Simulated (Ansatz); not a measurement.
# AlF₂H₃OSiZn: a ladder of functionals and wavefunction methods

How much do the methods differ for AlF₂H₃OSiZn? The plan is to run it at one geometry with functionals of several rungs and with coupled cluster, and see how far each lands from CCSD(T) at the basis-set limit for the atomisation energy.

The runs use Ansatz 0.2.0, Gaussian basis; functionals in def2-TZVPP, the program's frozen cores in correlated methods.

The runs, in order: LDA (SPW92), PBE-D4, revPBE-D4, BLYP-D4, r2SCAN-D4, B97M-V, PBE0-D4, B3LYP-D4, r2SCANh-D4, r2SCAN0-D4, HSE06-D4, BHLYP-D4, CAM-B3LYP-D4, LC-ωPBE, ωB97X-V, ωB97M-V, B2PLYP, PBE-QIDH; CCSD(T)/def2-SVP; CCSD(T)/def2-TZVPP; MP2/def2-QZVPP; extrapolation to the limit; RPA on PBE.

## 1. Structure used throughout

All runs share one geometry, relaxed beforehand with PBE0-D4 in a triple-zeta def2 set.

SMILES `[F][Al]([F])[Zn][O][SiH3]`, 9 atoms, charge 0, spin multiplicity 1.

Atoms are counted from 1 here; the program's logs count them from 0.

Bond lengths: F1–Al2 1.644 Å, Al2–F3 1.644 Å, Al2–Zn4 2.419 Å, Zn4–O5 1.769 Å, O5–Si6 1.619 Å, Si6–H7 1.492 Å, Si6–H8 1.492 Å, Si6–H9 1.489 Å. Angles: F1–Al2–F3 117.2°, F1–Al2–Zn4 121.5°, F3–Al2–Zn4 121.3°, Al2–Zn4–O5 178.1°, Zn4–O5–Si6 156.2°, O5–Si6–H7 111.3°, O5–Si6–H8 111.3°, O5–Si6–H9 110.1°, H7–Si6–H8 107.6°, H7–Si6–H9 108.2°, H8–Si6–H9 108.2°.

## 2. LDA

This LDA is Slater exchange with PW92 correlation.

Input file in.yaml:

```yaml
crystal:
  periodic: [false, false, false]
  atoms:
    - {symbol: F, position_ang: [1.990646, -3.837185, 0.688755]}
    - {symbol: Al, position_ang: [2.302435, -2.280616, 0.262943]}
    - {symbol: F, position_ang: [3.840864, -1.919184, -0.189049]}
    - {symbol: Zn, position_ang: [0.569985, -0.592390, 0.289569]}
    - {symbol: O, position_ang: [-0.700693, 0.636112, 0.368538]}
    - {symbol: Si, position_ang: [-1.742938, 1.728755, -0.214062]}
    - {symbol: H, position_ang: [-1.028613, 2.884226, -0.829944]}
    - {symbol: H, position_ang: [-2.625536, 1.133585, -1.259339]}
    - {symbol: H, position_ang: [-2.606161, 2.246707, 0.882579]}
basis:
  gaussian: {orbitals: def2-TZVPP}
hamiltonian: {xc: lda}
output: {orbitals: {seedname: orbitals}}
```

Command:

```bash
> ansatz run in.yaml --threads 2 --pin off --events-out ev --progress --plain --max-ram 22528MiB --backend cuda --devices 0, --max-vram 18GiB
```

The runs that follow: PBE-D4 (GGA); revPBE-D4 (GGA); BLYP-D4 (GGA); r2SCAN-D4 (meta-GGA); B97M-V (meta-GGA); B3LYP-D4 (hybrid); r2SCANh-D4 (hybrid); r2SCAN0-D4 (hybrid); HSE06-D4 (hybrid); BHLYP-D4 (hybrid); CAM-B3LYP-D4 (range-separated); LC-ωPBE (range-separated); ωB97X-V (range-separated); ωB97M-V (range-separated); B2PLYP (double hybrid); PBE-QIDH (double hybrid); CCSD(T) in def2-SVP; CCSD(T) in def2-TZVPP; MP2 in def2-QZVPP; RPA on PBE orbitals.

**Question.** What will the summary of the whole plan be? Wanted: atomisation energy, CCSD(T)/CBS; farthest beyond LDA; mean size of error, GGA; mean size of error, meta-GGA; mean size of error, hybrid; mean size of error, range-separated; mean size of error, double hybrid; gap, smallest and largest; T1 diagnostic.

**Answer**, as computed:

| quantity | value |
| --- | --- |
| atomisation energy, CCSD(T)/CBS | 31.784 eV |
| functionals within 0.159 eV (0.5 %) | r2SCAN-D4, LC-ωPBE, ωB97X-V |
| farthest beyond LDA | BHLYP-D4 (-1.587 eV) |
| mean size of error, GGA | 0.768 eV |
| mean size of error, meta-GGA | 0.201 eV |
| mean size of error, hybrid | 0.913 eV |
| mean size of error, range-separated | 0.163 eV |
| mean size of error, double hybrid | 0.662 eV |
| gap, smallest and largest | 3.92 eV (LDA (SPW92)), 10.82 eV (LC-ωPBE) |
| T1 diagnostic | 0.0153 |
| triples share of the correlation energy | 3.0 % |

**Reading.** LDA overbinds by 3.866 eV (12 %). PBE-D4 misses by -0.323 eV. Double hybrids carry the basis error of their MP2 part in triple zeta, and no dispersion term here, so their miss is partly the set-up's. By mean error the best rung here is range-separated (0.163 eV) and the worst beyond LDA is hybrid (0.913 eV). The gap between the best rungs is small, so their order is not settled. The mean of the hybrids holds BHLYP, with half exact exchange. The reference freezes the cores and leaves out relativity and excitations past (T), so misses under about 0.159 eV can't be ranked. Hartree-Fock recovers 73 % of the binding; the rest is correlation. CCSD(T) in def2-SVP is off by -2.577 eV, so the small basis spoils what the method gains. The gap grows from 3.9 to 10.8 eV across the functionals, mostly with the share of exact exchange. For Zn the d shell is correlated and the shells below it are frozen.
